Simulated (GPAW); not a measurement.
Crystal: Sn3Se.

```xyz
4
Lattice="0.0000 3.7331 3.7331 3.7331 0.0000 3.7331 3.7331 3.7331 0.0000" Properties=species:S:1:pos:R:3 pbc="T T T"
Sn    3.7331    3.7331    3.7331
Sn    5.5997    5.5997    5.5997
Sn    1.8666    1.8666    1.8666
Se    0.0000    0.0000    0.0000
```

The cell comes from a database or a generator and needn't be the stable form of this composition.

Base run:

| Quantity | Value |
| --- | --- |
| Program | GPAW 26.7.0 |
| Functional | LDA |
| Potentials or basis | the program's PAW data sets (release 1.2.1) made for this functional |
| Cutoff | 600 eV |
| Basis | pw |
| k mesh | 6 × 6 × 6 |
| Occupations | fermi-dirac, width 0.05 eV |
| Spin | no spin polarisation |

Its results: pressure -4.7 GPa.

The run is repeated on the same cell with these changes: functional from LDA to PBEsol; potentials or basis from the program's PAW data sets (release 1.2.1) made for this functional to PAW data sets generated in the run's folder for this functional. What comes out?

Pressure -3.4 GPa.
